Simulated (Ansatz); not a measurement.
# Cl₂H₃NSn: a ladder of functionals and wavefunction methods

The task here is to estimate one member of a computed series from the others.

The runs use Ansatz 0.2.0, Gaussian basis; functionals in def2-TZVPP, the program's frozen cores in correlated methods.

Levels to be run: LDA (SPW92), PBE-D4, revPBE-D4, BLYP-D4, r2SCAN-D4, B97M-V, PBE0-D4, B3LYP-D4, r2SCANh-D4, r2SCAN0-D4, HSE06-D4, BHLYP-D4, CAM-B3LYP-D4, LC-ωPBE, ωB97X-V, ωB97M-V, B2PLYP, PBE-QIDH; CCSD(T)/def2-SVP; CCSD(T)/def2-TZVPP; MP2/def2-QZVPP; extrapolation to the limit; RPA on PBE.

## The geometry

The geometry comes from an earlier relaxation with PBE0-D4 in a triple-zeta def2 set; it is a stationary point, not always the lowest conformer. Sn takes the def2 core potential; no spin-orbit term is included.

7 atoms, charge 0, spin multiplicity 1.

Atoms are counted from 1 here; the program's logs count them from 0.

Bond lengths: N1–Sn2 2.000 Å, N1–H5 1.012 Å, N1–H6 1.012 Å, Sn2–Cl3 2.312 Å, Sn2–Cl4 2.312 Å, Sn2–H7 1.701 Å. Angles: Sn2–N1–H5 114.2°, Sn2–N1–H6 114.1°, H5–N1–H6 109.1°, N1–Sn2–Cl3 104.8°, N1–Sn2–Cl4 104.7°, N1–Sn2–H7 121.9°, Cl3–Sn2–Cl4 109.6°, Cl3–Sn2–H7 107.7°, Cl4–Sn2–H7 107.8°.

Set-up of the first run:

in.yaml reads:

```yaml
crystal:
  periodic: [false, false, false]
  atoms:
    - {symbol: N, position_ang: [-0.710587, 1.087626, 0.147927]}
    - {symbol: Sn, position_ang: [0.396999, -0.559454, -0.094331]}
    - {symbol: Cl, position_ang: [0.725155, -1.370441, 2.045555]}
    - {symbol: Cl, position_ang: [-0.960976, -2.010480, -1.275399]}
    - {symbol: H, position_ang: [-0.273610, 1.800360, 0.717764]}
    - {symbol: H, position_ang: [-1.026881, 1.503464, -0.718562]}
    - {symbol: H, position_ang: [1.911000, -0.518975, -0.868754]}
basis:
  gaussian: {orbitals: def2-TZVPP}
hamiltonian: {xc: lda}
output: {orbitals: {seedname: orbitals}}
```

Run with:

```sh
ansatz run in.yaml --threads 4 --pin off --events-out ev --progress --plain --max-ram 10444MiB
```

Among the steps run: LDA; PBE-D4 (GGA); revPBE-D4 (GGA); BLYP-D4 (GGA); r2SCAN-D4 (meta-GGA); B97M-V (meta-GGA); B3LYP-D4 (hybrid); r2SCANh-D4 (hybrid); r2SCAN0-D4 (hybrid); HSE06-D4 (hybrid); BHLYP-D4 (hybrid); CAM-B3LYP-D4 (range-separated); LC-ωPBE (range-separated); ωB97X-V (range-separated); ωB97M-V (range-separated); B2PLYP (double hybrid); PBE-QIDH (double hybrid).

One of the session's tables, all rows but one given; the rest of the session is left out.

It belongs to the step «Orbital energies across the functionals». 

```
  functional  HOMO (eV)  gap (eV)
 LDA (SPW92)      -6.81      4.24
      PBE-D4      -6.65      4.34
   revPBE-D4      -6.59      4.38
     BLYP-D4      -6.52      4.25
   r2SCAN-D4      -6.99      4.93
      B97M-V      -7.08      5.05
     PBE0-D4      -8.11      6.76
    B3LYP-D4      -7.85      6.17
  r2SCANh-D4      -7.53      5.81
  r2SCAN0-D4      -8.34      7.14
    HSE06-D4      -7.70      5.98
    BHLYP-D4      -9.46      9.08
CAM-B3LYP-D4      -9.53      9.19
     LC-ωPBE     -10.96     11.91
     ωB97X-V     -10.58     11.38
     ωB97M-V          ?         ?
```

Q: Estimate the row for ωB97M-V from the others.

**Answer.** HOMO (eV): -10.45; gap (eV): 11.10. In the column «HOMO (eV)» it lies between ωB97X-V (-10.58) and CAM-B3LYP-D4 (-9.53).
